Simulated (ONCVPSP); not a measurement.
# An ONCV potential for Au, from input to tests

Aim: build the potential from the settings below, then test how well it stands in for the atom: other configurations, scattering, ghost states and the plane-wave cutoff that it needs.

Method: ONCVPSP 4.0.1.1 (patched build), LDA (Perdew-Wang 92), scalar-relativistic.

## (1) Settings

Typed settings, in words:

```json
{
  "element": "gold (Au, Z = 79)",
  "type": "optimised norm-conserving Vanderbilt (ONCV)",
  "frozen core": "[Kr] 4d10 4f14",
  "valence charge": "19",
  "reference configuration": "5s2 5p6 5d10 6s0.5 (charge +0.5)",
  "partial waves": "5s+6s: rc 1.50 bohr, ncon 3, nbas 6, qcut 6.2 1/bohr, 2 projectors; 5p: rc 1.35 bohr, ncon 5, nbas 10, qcut 10.4 1/bohr, 1 projector; 5d: rc 1.55 bohr, ncon 3, nbas 7, qcut 5.6 1/bohr, 1 projector",
  "local potential": "polynomial inside 1.00 bohr (lpopt 5, dvloc0 0 Ha)",
  "core correction": "Teter function, fcfact 3.75, rcfact 1.55"
}
```

An earlier all-electron run gives the scale for the radii.

All-electron outer shells of the reference configuration (LDA (PZ), scalar-relativistic, ld1.x):

```csv
shell,level (eV),outermost node (bohr),outermost maximum (bohr)
5s,-112.91,0.48,0.84
4f,-85.70,–,0.37
5p,-64.22,0.52,0.96
5d,-11.23,0.56,1.21
6s,-9.74,1.11,2.27
6p,-3.74,1.32,3.18
```

## (2) Generating the potential

Contents of Au.dat:

```
# ATOM AND REFERENCE CONFIGURATION
# atsym  z   nc   nv     iexc    psfile
  Au 79.00   10    4  -001012      upf
#
#   n    l    f
    1    0    2.00
    2    0    2.00
    2    1    6.00
    3    0    2.00
    3    1    6.00
    3    2   10.00
    4    0    2.00
    4    1    6.00
    4    2   10.00
    4    3   14.00
    5    0    2.00
    5    1    6.00
    5    2   10.00
    6    0    0.50
#
# PSEUDOPOTENTIAL AND OPTIMIZATION
# lmax
    2
#
#   l,   rc,      ep,       ncon, nbas, qcut
    0    1.50    0.00    3    6    6.20
    1    1.35    0.00    5   10   10.40
    2    1.55    0.00    3    7    5.60
#
# LOCAL POTENTIAL
# lloc, lpopt,  rc(5),   dvloc0
    4    5    1.00    0.00
#
# VANDERBILT-KLEINMAN-BYLANDER PROJECTORs
# l, nproj, debl
    0    2    3.30
    1    1    2.10
    2    1    1.10
#
# MODEL CORE CHARGE
# icmod, fcfact, rcfact
    3    3.75    1.55
#
# LOG DERIVATIVE ANALYSIS
# epsh1, epsh2, depsh
   -6.00    5.00    0.04
#
# OUTPUT GRID
# rlmax, drl
    6.00    0.01
#
# TEST CONFIGURATIONS
# ncnf
    4
# nvcnf
#   n    l    f
    4
    5    0    2.00
    5    1    6.00
    5    2   10.00
    6    0    1.00
#
    4
    5    0    2.00
    5    1    6.00
    5    2   10.00
    6    0    0.00
#
    4
    5    0    2.00
    5    1    6.00
    5    2    9.00
    6    0    0.00
#
    4
    5    0    2.00
    5    1    6.00
    5    2    7.00
    6    0    0.00
#
```

On the command line:

```sh
oncvpsp.x < Au.dat > Au.out
```

**Question.** What will these runs give? Wanted: cutoffs for 1 and 0.1 mHa per electron, occupied waves; bound ghosts; GHOST(+) flags; largest test error; largest phase difference near zero energy, channels read; rms error of d²Exc/dn², without and with the model core.

**Answer**, as computed:

```
                                                quantity                         value
  cutoffs for 1 and 0.1 mHa per electron, occupied waves               42 Ha and 80 Ha
                                            bound ghosts                    none found
                                          GHOST(+) flags                    s at 46 eV
                            largest test error (AE − PS)  -39 meV, for 5s2 5p6 5d7 6s0
largest phase difference near zero energy, channels read                     0.018 rad
 rms error of d²Exc/dn², without and with the model core             8.68 and 1.05 mHa
```

The worst unpolarised test, 5s2 5p6 5d7 6s0, is off by 39 meV on 109.5 eV; by total energies transferability rates as fair. That test lies far up in energy; among those under 40 eV, nearer to bonding, the largest error is 9.2 meV. The potential is hard: the looser tolerance needs 42 Ha. At the looser tolerance the 5p wave is the slowest; 5d needs 30 Ha. No bound ghost shows below the valence levels. Near zero energy the phases of the channels with partial waves agree within 0.018 rad. The program also flags highly localised states, GHOST(+) (s). Note that the frozen 4f shell (-86 eV) lies higher than the valence 5s shell (-113 eV). These are tests on the free atom; a crystal test is still owed.
